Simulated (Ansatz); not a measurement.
# InH₃ (triplet): from Hartree-Fock to the top rungs at scale of all distances = 1.720, def2-SVP

How much of the correlation energy of InH₃ (triplet) does each wave-function method recover here?

Program: Ansatz 0.2.0, Gaussian basis. Level of theory: def2-SVP, core rule «outside noble gas», up to 9 orbitals frozen. These are calculated values, not measurements.

To be run: UHF; CCSD(T) on ROHF; CCSD(T) on UHF; BCCD(T) on ROHF; CISD; CCSDT(Q) on ROHF; CCSDT(Q) on UHF; CASSCF and MRCISD+Q, 4 electrons in 4 orbitals; CASSCF and NEVPT2, 4 electrons in 4 orbitals; CASSCF and MRCISD+Q, 6 electrons in 7 orbitals; CASSCF and NEVPT2, 6 electrons in 7 orbitals; Full CI.

12 further runs of the same task are left out: 4 for a known fault of the program, 6 that didn't finish, 2 set aside as unsound or not needed.

**1. What is computed**

The geometry derives from a PBE0/def2-TZVP stationary point (not a proven minimum). All distances are scaled together. No spin-orbit coupling is included. Elements past krypton take def2 core potentials.

4 atoms, charge 0, spin multiplicity 3.

Atoms are counted from 1 here; the program's logs count them from 0.

No contacts short enough for the rule that draws bonds.

**2. UHF**

File in.yaml:

```yaml
crystal:
  periodic: [false, false, false]
  atoms:
    - {symbol: In, position_ang: [0.000000, 0.029298, -0.066147]}
    - {symbol: H, position_ang: [0.000000, -2.969264, -0.475807]}
    - {symbol: H, position_ang: [0.661417, -0.184109, 4.005444]}
    - {symbol: H, position_ang: [-0.661417, -0.184109, 4.005444]}
basis:
  gaussian: {orbitals: def2-SVP}
magnetization: {spin_polarized: true, initial_magnetization: 2}
hamiltonian: {xc: hf}
output: {orbitals: {seedname: orbitals}}
```

Started as:

```console
$ ansatz run in.yaml --threads 1 --pin off --events-out ev --progress --plain --max-ram 2393MiB
```

After this run come: CCSD(T) on ROHF; CCSD(T) on UHF; BCCD(T) on ROHF; CISD; CCSDT(Q) on ROHF; CCSDT(Q) on UHF; CASSCF and MRCISD+Q, 4 electrons in 4 orbitals; CASSCF and NEVPT2, 4 electrons in 4 orbitals; CASSCF and MRCISD+Q, 6 electrons in 7 orbitals; CASSCF and NEVPT2, 6 electrons in 7 orbitals; Full CI.

Before running them: what should the planned runs give, taken together? Wanted: FCI below the RHF energy; RMP2 from FCI; UMP2 from FCI; RCCSD from FCI; RCCSD(T) from FCI; UCCSD(T) from FCI; RCCSDT(Q) from FCI; UCCSDT(Q) from FCI; NEVPT2 pair from FCI.

As calculated:

| quantity | value |
| --- | --- |
| FCI below the RHF energy | -2.5057 eV |
| RMP2 from FCI | +848.9 meV |
| UMP2 from FCI | +840.8 meV |
| RCCSD from FCI | +21.4 meV |
| RCCSD(T) from FCI | +6.1 meV |
| UCCSD(T) from FCI | -0.2 meV |
| RCCSDT(Q) from FCI | -0.4 meV |
| UCCSDT(Q) from FCI | -6.4 meV |
| NEVPT2 pair from FCI | +425.2 meV |
| MRCISD+Q pair from FCI | -37.4 meV |
| NEVPT2 valence from FCI | +229.8 meV |
| levels within 1 kcal/mol (43 meV) | RCCSD, UCCSD, RCCSD(T), UCCSD(T), BCCD(T), RCCSDT, UCCSDT, RCCSDT(Q), UCCSDT(Q), MRCISD pair, MRCISD+Q pair, MRCISD valence, MRCISD+Q valence |
| T1 diagnostic | 0.022 |
| effectively unpaired electrons | 2.13 |

In words: RCCSD(T) misses by +6.1 meV, 0.2 % of the correlation energy. UCCSDT, UCCSDT(Q), MRCISD+Q pair, MRCISD+Q valence fall below full CI: unrestricted runs freeze a spin-polarised core, another one than full CI's, and coupled cluster isn't variational. One determinant dominates. Of the multireference levels listed MRCISD+Q valence comes nearest in total energy (-2.7 meV), which doesn't show that its space is the better one. Coupled cluster took another determinant than the lowest Hartree-Fock one. These misses are within one basis, not against nature; the frozen cores of restricted and unrestricted runs differ, which can shift their rows.
